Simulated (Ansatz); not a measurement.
# Os: the cost of one run

Program: Ansatz 0.2.0. Level of theory: DFT PBE, scalar-relativistic, plane waves, PAW. These are calculated values, not measurements.

3 further runs of the same task are left out: 2 that didn't finish, 1 set aside as unsound or not needed.

## (1) The structure to begin with

It takes space group P6_3/mmc (No. 194, hexagonal). Conventional cell: a = 2.753 Å, b = 2.753 Å, c = 4.351 Å, α = 90.00°, β = 90.00°, γ = 120.00°. Os (site symmetry -6m2) has 12 Os at 2.69 to 2.75 Å as nearest neighbours.

Structure file:

```cif
data_structure
_symmetry_space_group_name_H-M 'P 1'
_symmetry_Int_Tables_number 1
_cell_length_a 2.7528
_cell_length_b 2.7528
_cell_length_c 4.3510
_cell_angle_alpha 90.000
_cell_angle_beta 90.000
_cell_angle_gamma 120.000
_cell_volume 28.55
loop_
_atom_site_label
_atom_site_type_symbol
_atom_site_fract_x
_atom_site_fract_y
_atom_site_fract_z
_atom_site_occupancy
Os1 Os 0.33333 0.66667 0.75000 1
Os2 Os 0.66667 0.33333 0.25000 1
```

This cell was relaxed beforehand with the same method: volume 14.28 Å³/atom, gap on the mesh none (metal).

## (2) Bulk reference on the slab's mesh

input.yaml

```yaml
crystal:
  lattice:
    - [2.7528310568, 0.0, 0.0]
    - [0.0, 4.3509656332, 0.0]
    - [1.3764155284, 0.0, 2.3840216275]
  atoms:
    - { symbol: Os, position: [0.3333333333, 0.25, 0.3333333333] }
    - { symbol: Os, position: [0.6666666667, 0.75, 0.6666666667] }
basis:
  ecutwfc: 420
kpoints:
  mp_grid: { grid: [13, 8, 14] }
hamiltonian:
  xc: pbe
scf:
  occupations: { method: gaussian, width: 0.1 }
output:
  forces: true
  stress: true
  eigenvalues: true
```

Run with:

```sh
$ ansatz run input.yaml --threads 4 --pin off --max-ram 10240MiB --backend cpu --events-out ev --progress --plain --runs-dir out
```

**Question.** How long does this run take on 4 threads of Arm Neoverse V1, shared host, and how much memory does it need?

About 2.7 s, with a peak of 0.48 GiB.
